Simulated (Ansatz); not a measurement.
# Mg: pressure up to the limit of the methods

One table from this session's results is given with a row withheld; the runs are named, their logs left out.

Program: Ansatz 0.2.0. Level of theory: DFT LDA, with the methods named in each step. These are calculated values, not measurements.

## Starting point

The structure is cubic, space group Pm-3m (No. 221). The conventional cell has a = 2.858 Å, b = 2.858 Å, c = 2.858 Å, α = 90.00°, β = 90.00°, γ = 90.00°. Mg (site symmetry m-3m) is surrounded by 6 Mg at 2.86 Å.

Coordinates:

```
Mg
1.0
     2.85759    0.00000    0.00000
     0.00000    2.85759    0.00000
     0.00000    0.00000    2.85759
Mg
1
Direct
  0.00000 0.00000 0.00000
```

Whether this phase is the stable one at these pressures isn't tested.

Set-up of the first run:

input.yaml

```yaml
crystal:
  lattice:
    - [2.8575864359, 0.0, 0.0]
    - [0.0, 2.8575864359, 0.0]
    - [0.0, 0.0, 2.8575864359]
  atoms:
    - { symbol: Mg, position: [0.0, 0.0, 0.0] }
kpoints:
  mp_grid: { grid: [15, 15, 15] }
scf:
  occupations: { method: fermi_dirac, width: 0.05 }
hamiltonian:
  xc: lda
  pseudopotentials: { kind: paw }
output:
  forces: true
  stress: true
relax:
  f_tol: 0.005
  max_steps: 40
  cell: {}
```

Run with:

```console
> ansatz run input.yaml --threads 1 --pin off --max-ram 2048MiB --backend cpu --events-out ev --progress --plain --runs-dir out
```

Steps of the session up to this table: Cell relaxed at zero pressure, PAW; Volume scaled by 1, PAW; Volume scaled by 0.9, PAW; Volume scaled by 0.8, PAW; Volume scaled by 0.7, PAW; Volume scaled by 0.6, PAW; Volume scaled by 0.6, PAW (source ansatz); Volume scaled by 0.5, PAW; Volume scaled by 0.4, PAW; Volume scaled by 0.4, PAW (level accurate).

One of the session's tables, all rows but one given; the rest of the session is left out.

| method | volume over the first | volume (Å³/atom) | pressure (GPa) |
| --- | --- | --- | --- |
| PAW | 1 | ? | ? |
| PAW | 0.9 | 23.319 | 3.28 |
| PAW | 0.8 | 20.728 | 8.68 |
| PAW | 0.7 | 18.137 | 17.84 |
| PAW | 0.6 | 15.546 | 34.05 |
| PAW | 0.5 | 12.955 | 64.12 |
| PAW | 0.4 | 10.364 | 126.06 |
| PAW (level accurate) | 0.4 | 10.364 | 126.29 |
| PAW (source ansatz) | 0.6 | 15.546 | 34.11 |

Estimate the missing values for PAW, 1.

The run gave: volume (Å³/atom): 25.910; pressure (GPa): 0.01. In the column «volume (Å³/atom)» it is the highest.
